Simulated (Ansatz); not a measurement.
# C₂H₅ClOSn: how energies converge with the basis set

The task here is to estimate one member of a computed series from the others.

Method: one geometry, several basis sets; program: Ansatz 0.2.0, Gaussian basis.

Plan: PBE0-D4/def2-SVP; ωB97M-V/def2-SVP; PBE0-D4/def2-QZVPP; ωB97M-V/def2-QZVPP; the functionals' def2-TZVPP values are taken from earlier runs.

## The geometry

The geometry comes from an earlier relaxation with PBE0-D4 in a triple-zeta def2 set; it is a stationary point, not always the lowest conformer. Sn takes the def2 core potential; no spin-orbit term is included.

10 atoms, charge 0, spin multiplicity 1.

Atoms are counted from 1 here; the program's logs count them from 0.

Bond lengths: C1–Sn2 2.189 Å, C1–H6 1.092 Å, C1–H7 1.090 Å, C1–H8 1.094 Å, Sn2–H9 1.778 Å, O3–C4 1.191 Å, C4–Cl5 1.724 Å, C4–H10 1.097 Å. Angles: Sn2–C1–H6 110.3°, Sn2–C1–H7 111.8°, Sn2–C1–H8 108.5°, H6–C1–H7 109.7°, H6–C1–H8 107.8°, H7–C1–H8 108.6°, C1–Sn2–H9 93.4°, O3–C4–Cl5 122.8°, O3–C4–H10 124.8°, Cl5–C4–H10 112.4°.

Coordinates:

```
C    -1.3469   -1.0978    1.1163
Sn    0.6037   -0.1309    1.3433
O     0.4297    0.6542   -1.0595
C     1.0910    1.5737   -1.4265
Cl    1.0815    2.1398   -3.0548
H    -1.4819   -1.4431    0.0896
H    -2.1640   -0.4292    1.3890
H    -1.3792   -1.9743    1.7706
H     1.4827   -1.4972    0.6212
H     1.7665    2.1540   -0.7862
```

The first run:

The input, in.yaml:

```yaml
crystal:
  periodic: [false, false, false]
  atoms:
    - {symbol: C, position_ang: [-1.346890, -1.097797, 1.116275]}
    - {symbol: Sn, position_ang: [0.603653, -0.130949, 1.343346]}
    - {symbol: O, position_ang: [0.429668, 0.654192, -1.059503]}
    - {symbol: C, position_ang: [1.091024, 1.573660, -1.426515]}
    - {symbol: Cl, position_ang: [1.081541, 2.139821, -3.054848]}
    - {symbol: H, position_ang: [-1.481852, -1.443132, 0.089606]}
    - {symbol: H, position_ang: [-2.164031, -0.429229, 1.388966]}
    - {symbol: H, position_ang: [-1.379192, -1.974341, 1.770594]}
    - {symbol: H, position_ang: [1.482720, -1.497229, 0.621203]}
    - {symbol: H, position_ang: [1.766460, 2.154005, -0.786224]}
basis:
  gaussian: {orbitals: def2-SVP}
hamiltonian: {xc: pbe0, dispersion: d4}
output: {orbitals: {seedname: orbitals}}
```

Started as:

```
$ ansatz run in.yaml --threads 4 --pin off --events-out ev --progress --plain --max-ram 10444MiB
```

Steps of the session up to this table: PBE0-D4 in def2-SVP; ωB97M-V in def2-SVP; PBE0-D4 in def2-QZVPP; ωB97M-V in def2-QZVPP.

One of the session's tables, all rows but one given; the rest of the session is left out.

It belongs to the step «Functionals by basis». 

```
functional       basis  HOMO (eV)  LUMO (eV)
   PBE0-D4    def2-SVP      -5.63      -2.24
   PBE0-D4  def2-TZVPP          ?          ?
   PBE0-D4  def2-QZVPP      -5.74      -2.46
   ωB97M-V    def2-SVP      -7.64       0.18
   ωB97M-V  def2-TZVPP      -7.76      -0.08
   ωB97M-V  def2-QZVPP      -7.78      -0.16
```

**Question.** Estimate the row for PBE0-D4, def2-TZVPP.

**Answer.** HOMO (eV): -5.72; LUMO (eV): -2.41. In the column «HOMO (eV)» it lies between PBE0-D4, def2-QZVPP (-5.74) and PBE0-D4, def2-SVP (-5.63).
